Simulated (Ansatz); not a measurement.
# Cl₃H₂InO: up Jacob's ladder to CCSD(T)

One table from this session's results is given with a row withheld; the runs are named, their logs left out.

Computed with Ansatz 0.2.0, Gaussian basis. Level: functionals in def2-TZVPP, the program's frozen cores in correlated methods.

The runs, in order: LDA (SPW92), PBE-D4, revPBE-D4, BLYP-D4, r2SCAN-D4, B97M-V, PBE0-D4, B3LYP-D4, r2SCANh-D4, r2SCAN0-D4, HSE06-D4, BHLYP-D4, CAM-B3LYP-D4, LC-ωPBE, ωB97X-V, ωB97M-V, B2PLYP, PBE-QIDH; CCSD(T)/def2-SVP; CCSD(T)/def2-TZVPP; MP2/def2-QZVPP; extrapolation to the limit; RPA on PBE.

## Structure used throughout

All runs share one geometry, relaxed beforehand with PBE0-D4 in a triple-zeta def2 set. In takes the def2 core potential; no spin-orbit term is included.

SMILES `[OH2+][In-]([Cl])([Cl])[Cl]`, 7 atoms, charge 0, spin multiplicity 1.

Atoms are counted from 1 here; the program's logs count them from 0.

Bond lengths: O1–In2 2.297 Å, O1–H6 0.965 Å, O1–H7 0.965 Å, In2–Cl3 2.324 Å, In2–Cl4 2.303 Å, In2–Cl5 2.325 Å. Angles: In2–O1–H6 109.7°, In2–O1–H7 109.6°, H6–O1–H7 107.3°, O1–In2–Cl3 91.5°, O1–In2–Cl4 105.1°, O1–In2–Cl5 91.4°, Cl3–In2–Cl4 119.3°, Cl3–In2–Cl5 118.1°, Cl4–In2–Cl5 119.3°.

The first run:

The input, in.yaml:

```yaml
crystal:
  periodic: [false, false, false]
  atoms:
    - {symbol: O, position_ang: [-0.711974, 0.595852, 0.935255]}
    - {symbol: In, position_ang: [0.293820, -0.507455, -0.810754]}
    - {symbol: Cl, position_ang: [1.289175, -2.024023, 0.642584]}
    - {symbol: Cl, position_ang: [-1.439573, -1.206682, -2.155982]}
    - {symbol: Cl, position_ang: [1.491879, 1.396212, -1.397631]}
    - {symbol: H, position_ang: [-0.471676, 0.172624, 1.768961]}
    - {symbol: H, position_ang: [-0.390450, 1.505371, 0.971866]}
basis:
  gaussian: {orbitals: def2-TZVPP}
hamiltonian: {xc: lda}
output: {orbitals: {seedname: orbitals}}
```

Among the steps run: LDA; PBE-D4 (GGA); revPBE-D4 (GGA); BLYP-D4 (GGA); r2SCAN-D4 (meta-GGA); B97M-V (meta-GGA); PBE0-D4 (hybrid); B3LYP-D4 (hybrid); r2SCANh-D4 (hybrid); r2SCAN0-D4 (hybrid); HSE06-D4 (hybrid); BHLYP-D4 (hybrid); CAM-B3LYP-D4 (range-separated); LC-ωPBE-D4 (range-separated; the results give it without D4); ωB97X-V (range-separated); ωB97M-V (range-separated); B2PLYP (double hybrid); PBE-QIDH (double hybrid).

One of the session's tables, all rows but one given; the rest of the session is left out.

It belongs to the step «Frontier levels by functional». 

```
  functional  HOMO (eV)  LUMO (eV)  gap (eV)
 LDA (SPW92)      -7.69      -3.29      4.40
      PBE-D4      -7.53      -2.96      4.58
   revPBE-D4      -7.47      -2.83      4.65
     BLYP-D4      -7.36      -2.90      4.45
   r2SCAN-D4      -7.91      -2.72      5.19
      B97M-V      -7.97      -2.72      5.26
     PBE0-D4      -8.97      -2.05      6.92
    B3LYP-D4      -8.67      -2.36      6.30
  r2SCANh-D4      -8.43      -2.40      6.03
  r2SCAN0-D4      -9.22      -1.91      7.31
    HSE06-D4      -8.56      -2.42      6.14
    BHLYP-D4     -10.23      -1.13      9.10
CAM-B3LYP-D4          ?          ?         ?
     LC-ωPBE     -11.80       0.22     12.02
     ωB97X-V     -11.41       0.06     11.47
     ωB97M-V     -11.24      -0.09     11.15
```

Q: Estimate the row for CAM-B3LYP-D4 from the others.

As computed: HOMO (eV): -10.34; LUMO (eV): -1.08; gap (eV): 9.26. In the column «HOMO (eV)» it lies between ωB97M-V (-11.24) and BHLYP-D4 (-10.23).
